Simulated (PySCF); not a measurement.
# C3H6O3S2: the cost of one run

Computed with PySCF 2.14.0 and routines of our own; the level stands in each step. Atoms count from 0.

## 1. The system as given

14 atoms, charge 0, multiplicity 1; geometry from: GFN2-xTB.

## 2. Magnetic properties: GIAO BHandHLYP/pcSseg-1

Job settings and geometry (Å):

```
{"job": {"kind": "mag", "xc": "BHandHLYP", "basis": "pcSseg-1", "isotopologues": 2}, "charge": 0, "multiplicity": 1}
C      0.101903    -2.224009    -0.344822
C      0.332420    -0.925302    -0.221548
S      1.350357     0.017365    -1.263935
C      0.862753     1.735767    -0.944572
S     -0.414261    -0.118608     1.191474
O     -1.086462    -1.088208     1.998865
O      0.498770     0.783281     1.811135
O     -1.576171     0.750359     0.466127
H      0.509054    -2.803110    -1.155627
H     -0.496582    -2.723321     0.395763
H      1.023208     1.972414     0.101643
H      1.505314     2.338161    -1.579923
H     -0.177857     1.876439    -1.217460
H     -2.433125     0.408298     0.725778
```

With the program's defaults for keys left out, this is: GIAO BHandHLYP/pcSseg-1 magnetisability, rotational g tensor and spin-rotation constants, non-relativistic, gas phase.

Run with:

```sh
OMP_NUM_THREADS=1 python excited_run.py task.json out
```

The driver reads the jobs from task.json and runs them one after another.

**Question.** How long does this first job take on 1 thread of Arm Neoverse V2, shared host, and how much memory does it need?

About 30 s, with a peak of 0.99 GiB.
